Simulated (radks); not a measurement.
# Excited configurations of Tm³⁺

The task here is to estimate one member of a computed series from the others.

The numbers are computed with radks (a radial shooting solver on a logarithmic mesh, Libxc functionals) version 1 (Dirac Kohn-Sham, LDA (Slater exchange, Perdew-Wang correlation), spin-unpolarised, spherical densities, point nucleus; open shells are shared between the two j in proportion to 2j + 1), except any that are marked as measured or tabulated.

## Starting point

* element: thulium (Z = 69)
* charge: +3
* electrons: 66
* configuration: [Xe] 4f12

The outer shells:

Tm³⁺
```
[Xe] core
4f [↑↓][↑↓][↑↓][↑↓][↑↓][↑ ][↑ ]
```

Set-up of the first run:

Settings of this run:

```text
Z 69
configuration [Xe] 4f12
relativity Dirac
functional lda,pw
spin unpolarised
j_filling average
nucleus point
c 137.035999084
```

Among the steps run: Ground configuration: [Xe] 4f12.

One table of the session follows, with a row left open; its other results are not shown here.

It belongs to the step «Ground configuration: [Xe] 4f12». Sizes of the orbitals, from the radial functions (bohr):

| level | <r> | outermost maximum (interpolated) | 90 % within | nodes |
| --- | --- | --- | --- | --- |
| 4p3/2 | 0.5378 | 0.494 | 0.783 | 2 |
| 4d3/2 | 0.5639 | 0.496 | 0.848 | 1 |
| 4d5/2 | 0.5752 | 0.505 | 0.865 | 1 |
| 5s1/2 | 1.207 | 1.08 | 1.74 | 4 |
| 5p1/2 | ? | ? | ? | ? |
| 5p3/2 | 1.442 | 1.26 | 2.11 | 3 |
| 4f5/2 | 0.7416 | 0.489 | 1.27 | 0 |
| 4f7/2 | 0.7548 | 0.494 | 1.30 | 0 |

Q: Estimate the row for 5p1/2 from the others.

As computed: <r>: 1.343; outermost maximum (interpolated): 1.17; 90 % within: 1.96; nodes: 3. In the column «<r>» it lies between 5s1/2 (1.207) and 5p3/2 (1.442).

Caveats from the session: Spin polarisation and multiplet splitting are left out, so open shells lie too high by an amount that depends on their filling.
